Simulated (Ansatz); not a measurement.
# triplet C2H6FIn: levels of theory compared

We compute a comparison of 6 runs (UHF/3-21G, U-revPBE/def2-SVP, UBLYP/def2-SVP, UPBE-QIDH/def2-SVP, RPA@PBE0/def2-SVP, UMP2/def2-SVP) of triplet C2H6FIn. 

Program for the calculation: Ansatz 0.2.0.

65 further runs of the same task are left out: 65 set aside as unsound or not needed.

**1. The molecule**

C2H6FIn: 10 atoms, total charge 0, spin state triplet. As SMILES of the parent species, `C[CH](F)[InH2]`. Geometry: relaxed at PBE0-D4/def2-TZVP. That shape belongs to the parent species and isn't relaxed for this state.

Bond lengths: C1–C2 1.503 Å, C2–F3 1.414 Å, C2–In4 2.197 Å, C1–H5 1.095 Å, C1–H6 1.092 Å, C1–H7 1.094 Å, C2–H8 1.094 Å, In4–H9 1.729 Å, In4–H10 1.726 Å. Some angles: C1–C2–F3 108.7°, C1–C2–In4 116.7°, F3–C2–In4 102.3°, C1–C2–H8 110.5°, F3–C2–H8 105.8°, In4–C2–H8 111.9°, C2–C1–H5 111.0°, C2–C1–H6 111.9°, C2–C1–H7 109.8°, C2–In4–H9 117.1°.

**2. A single-point energy at UHF/3-21G (run 1)**

The input, run.yaml:

```yaml
crystal:
  periodic: [false, false, false]
  atoms:
    - {symbol: C, position_ang: [-0.140800, 1.253600, -0.575200]}
    - {symbol: C, position_ang: [0.633800, 0.180000, 0.137200]}
    - {symbol: F, position_ang: [0.870200, 0.597100, 1.467800]}
    - {symbol: In, position_ang: [-0.385200, -1.745500, 0.423800]}
    - {symbol: H, position_ang: [0.391300, 2.210500, -0.541500]}
    - {symbol: H, position_ang: [-1.131900, 1.397600, -0.139100]}
    - {symbol: H, position_ang: [-0.271900, 0.979300, -1.626600]}
    - {symbol: H, position_ang: [1.621200, 0.055100, -0.315800]}
    - {symbol: H, position_ang: [-2.079900, -1.696200, 0.762700]}
    - {symbol: H, position_ang: [0.493100, -3.231500, 0.406600]}
basis:
  gaussian:
    orbitals: 3-21G-spherical.json
total_charge: 0
magnetization:
  spin_polarized: true
  initial_magnetization: 2
hamiltonian:
  xc: hf
accuracy: high
output: {orbitals: {seedname: orbitals}}
```

The basis set 3-21G is read from a file made from the Basis Set Exchange's data (not shown).

Run with:

```bash
$ ansatz run run.yaml --threads 1 --pin off --max-ram 3480MiB --events-out events.jsonl --progress --plain --runs-dir runs
```

Log:

```text
Warning: RAYON_NUM_THREADS=1 ignored (pool sized by the plan → 1); use --threads N
Functional definition: HF
  name "HF"
  exchange = exact_x
  correlation = 0
1575 factors; integrals over basis functions are off by at most 1.2e-8 eV
mean field evaluation 1: about -160333.6693 eV, gradient 1.7e1 eV
mean field evaluation 2: about -160333.6907 eV, gradient 1.7e1 eV
mean field evaluation 4: about -160335.7670 eV, gradient 2.7e0 eV
mean field evaluation 8: about -160335.9016 eV, gradient 3.0e-1 eV
mean field evaluation 16: about -160335.9051 eV, gradient 1.8e-8 eV
mean field -160335.90513860 eV, -5892.2358342637 hartree, gradient 1.8e-8 eV, S^2 2.014582; 0 other end points of the search recorded, 0 dependent functions left out
reference -160335.90513860 eV, -5892.2358342637 hartree; 39, 37 occupied and 31, 33 virtual orbitals, 1575 factors
Total energy: -160335.90513860 eV, -5892.2358342637 hartree
```

It took 3.6 s on 1 thread of Arm Neoverse V2, shared host; peak memory 0.29 GiB.

**3. The energy at U-revPBE/def2-SVP (core potential) (run 2)**

The input, in.yaml:

```yaml
crystal:
  periodic: [false, false, false]
  atoms:
    - {symbol: C, position_ang: [-0.140800, 1.253600, -0.575200]}
    - {symbol: C, position_ang: [0.633800, 0.180000, 0.137200]}
    - {symbol: F, position_ang: [0.870200, 0.597100, 1.467800]}
    - {symbol: In, position_ang: [-0.385200, -1.745500, 0.423800]}
    - {symbol: H, position_ang: [0.391300, 2.210500, -0.541500]}
    - {symbol: H, position_ang: [-1.131900, 1.397600, -0.139100]}
    - {symbol: H, position_ang: [-0.271900, 0.979300, -1.626600]}
    - {symbol: H, position_ang: [1.621200, 0.055100, -0.315800]}
    - {symbol: H, position_ang: [-2.079900, -1.696200, 0.762700]}
    - {symbol: H, position_ang: [0.493100, -3.231500, 0.406600]}
basis:
  gaussian: {orbitals: def2-SVP}
accuracy: high
hamiltonian: {xc: {name: revPBE}}
total_charge: 0
magnetization: {spin_polarized: true, initial_magnetization: 2}
output: {orbitals: {seedname: orbitals}}
```

Run with:

```bash
$ ansatz run in.yaml --threads 1 --pin off --max-ram 3480MiB --events-out events.jsonl --progress --plain --runs-dir runs
```

Log:

```text
Warning: RAYON_NUM_THREADS=1 ignored (pool sized by the plan → 1); use --threads N
Functional definition: revPBE
  name "revPBE"
  parameter kappa = 1.245
  parameter beta = 0.06672455060314922
  exchange = pbe_x(kappa = kappa, mu = beta*pi^2/3)
  correlation = pbe_c(beta = beta)
2448 factors; integrals over basis functions are off by at most 3.5e-9 eV
mean field evaluation 1: about -10047.6405 eV, gradient 3.4e1 eV
mean field evaluation 2: about -10039.2901 eV, gradient 5.0e1 eV
mean field evaluation 4: about -10052.5712 eV, gradient 1.4e1 eV
mean field evaluation 8: about -10053.7215 eV, gradient 1.5e0 eV
mean field evaluation 16: about -10053.7494 eV, gradient 4.9e-3 eV
mean field evaluation 32: about -10052.0602 eV, gradient 4.6e0 eV
mean field -10053.74938082 eV, -369.4684750689 hartree, gradient 3.9e-8 eV, S^2 2.002745; 4 other end points of the search recorded, 0 dependent functions left out
reference -10053.74938672 eV, -369.4684752857 hartree; 25, 23 occupied and 73, 75 virtual orbitals, 2448 factors
Total energy: -10053.74938672 eV, -369.4684752857 hartree
```

It took 15 s on 1 thread of Arm Neoverse V2, shared host; peak memory 0.38 GiB.

Run 3 isn't shown in full; the table further down has it.

**4. The energy at UPBE-QIDH/def2-SVP (core potential) (run 4)**

The input, input.yaml:

```yaml
crystal:
  periodic: [false, false, false]
  atoms:
    - symbol: C
      position_ang: [-0.140800, 1.253600, -0.575200]
    - symbol: C
      position_ang: [0.633800, 0.180000, 0.137200]
    - symbol: F
      position_ang: [0.870200, 0.597100, 1.467800]
    - symbol: In
      position_ang: [-0.385200, -1.745500, 0.423800]
    - symbol: H
      position_ang: [0.391300, 2.210500, -0.541500]
    - symbol: H
      position_ang: [-1.131900, 1.397600, -0.139100]
    - symbol: H
      position_ang: [-0.271900, 0.979300, -1.626600]
    - symbol: H
      position_ang: [1.621200, 0.055100, -0.315800]
    - symbol: H
      position_ang: [-2.079900, -1.696200, 0.762700]
    - symbol: H
      position_ang: [0.493100, -3.231500, 0.406600]
basis:
  gaussian:
    orbitals: def2-SVP
magnetization:
  spin_polarized: true
  initial_magnetization: 2
hamiltonian:
  xc: {name: PBE-QIDH}
correlation:
  frozen_orbitals: {C: 1, F: 1, H: 0, In: 4}
accuracy: high
output:
  orbitals: {seedname: orbitals}
```

Run with:

```bash
$ ansatz run input.yaml --threads 1 --pin off --max-ram 3480MiB --events-out events.jsonl --progress --plain --runs-dir runs
```

Log (excerpt; [...] marks lines left out):

```text
Warning: RAYON_NUM_THREADS=1 ignored (pool sized by the plan → 1); use --threads N
Functional definition: PBE-QIDH
  name "PBE-QIDH"
[...]
2448 factors; integrals over basis functions are off by at most 3.5e-9 eV
[...]
mean field -10032.96172806 eV, -368.7045429205 hartree, gradient 7.8e-8 eV, S^2 2.008473; 4 other end points of the search recorded, 0 dependent functions left out
7 core orbitals not correlated: weight in the atoms' cores, before any rotation towards them, 1.000 or more for the frozen orbitals, at most 0.000 for the correlated occupied ones
reference -10032.96172952 eV, -368.7045429742 hartree; 18, 16 occupied and 73, 75 virtual orbitals, 2448 factors
second order -17.21971544 eV of doubles, -0.00000000 eV of singles
Total energy: -10038.70163467 eV, -368.9154805977 hartree
```

It took 34 s on 1 thread of Arm Neoverse V2, shared host; peak memory 0.54 GiB.

Run 5 isn't shown in full; the table further down has it.

**5. The energy at UMP2/def2-SVP (core potential) (run 6)**

The input, molecule.yaml:

```yaml
crystal:
  periodic: [false, false, false]
  atoms:
    - {symbol: C, position_ang: [-0.140800, 1.253600, -0.575200]}
    - {symbol: C, position_ang: [0.633800, 0.180000, 0.137200]}
    - {symbol: F, position_ang: [0.870200, 0.597100, 1.467800]}
    - {symbol: In, position_ang: [-0.385200, -1.745500, 0.423800]}
    - {symbol: H, position_ang: [0.391300, 2.210500, -0.541500]}
    - {symbol: H, position_ang: [-1.131900, 1.397600, -0.139100]}
    - {symbol: H, position_ang: [-0.271900, 0.979300, -1.626600]}
    - {symbol: H, position_ang: [1.621200, 0.055100, -0.315800]}
    - {symbol: H, position_ang: [-2.079900, -1.696200, 0.762700]}
    - {symbol: H, position_ang: [0.493100, -3.231500, 0.406600]}
basis:
  gaussian:
    orbitals: def2-SVP
magnetization:
  spin_polarized: true
  initial_magnetization: 2
accuracy: high
correlation:
  method: mp2
  frozen_orbitals: {C: 1, F: 1, H: 0, In: 4}
```

Run with:

```bash
$ ansatz run molecule.yaml --threads 1 --pin off --max-ram 3480MiB --events-out events.jsonl --progress --plain --runs-dir runs
```

Log (excerpt; [...] marks lines left out):

```text
Warning: RAYON_NUM_THREADS=1 ignored (pool sized by the plan → 1); use --threads N
[... 2 set-up lines as earlier in the session ...]
[...]
2448 factors; integrals over basis functions are off by at most 3.5e-9 eV
[...]
mean field -10001.22860590 eV, -367.5383721905 hartree, gradient 2.2e-8 eV, S^2 2.014498; 7 other end points of the search recorded, 0 dependent functions left out
7 core orbitals not correlated: weight in the atoms' cores, before any rotation towards them, 1.000 or more for the frozen orbitals, at most 0.000 for the correlated occupied ones
reference -10001.22860590 eV, -367.5383721905 hartree; 18, 16 occupied and 73, 75 virtual orbitals, 2448 factors
second order -15.01719128 eV of doubles, -0.00000000 eV of singles
Total energy: -10016.24579718 eV, -368.0902437909 hartree
```

Run time: 11 s. Hardware: 1 thread of Arm Neoverse V2, shared host; peak memory 0.41 GiB.

**6. Overview of the runs**

```
run                                level  core potential  frozen core orbitals   energy (Eh)  HOMO energy (eV)   ⟨S²⟩  wall time
  1                            UHF/3-21G            none                     –  -5892.235834             -5.09  2.015      3.6 s
  2   U-revPBE/def2-SVP (core potential)        def2-SVP                     –   -369.468475             -2.71  2.003       15 s
  3      UBLYP/def2-SVP (core potential)        def2-SVP                     –   -369.364572             -2.51  2.002       15 s
  4  UPBE-QIDH/def2-SVP (core potential)        def2-SVP                     7   -368.915481             -4.68  2.008       34 s
  5   RPA@PBE0/def2-SVP (core potential)        def2-SVP                     7   -368.358848                 –  2.004       40 s
  6       UMP2/def2-SVP (core potential)        def2-SVP                     7   -368.090244                 –  2.014       11 s
```

**7. Results**

| quantity | value |
| --- | --- |
| run 6: total energy | -368.09024 Eh |
| run 6: correlation energy (7 core orbitals frozen) | -551.9 mEh |
| run 6: ⟨S²⟩ of the reference determinant | 2.014 |

In words: Totals of different functionals can't be ranked against each other. Some runs of one species differ in core potentials or relativity; totals across that change don't compare. In run 1 relativity is left out where basis or elements ask for it. All runs together took 2 min, the longest 40 s.
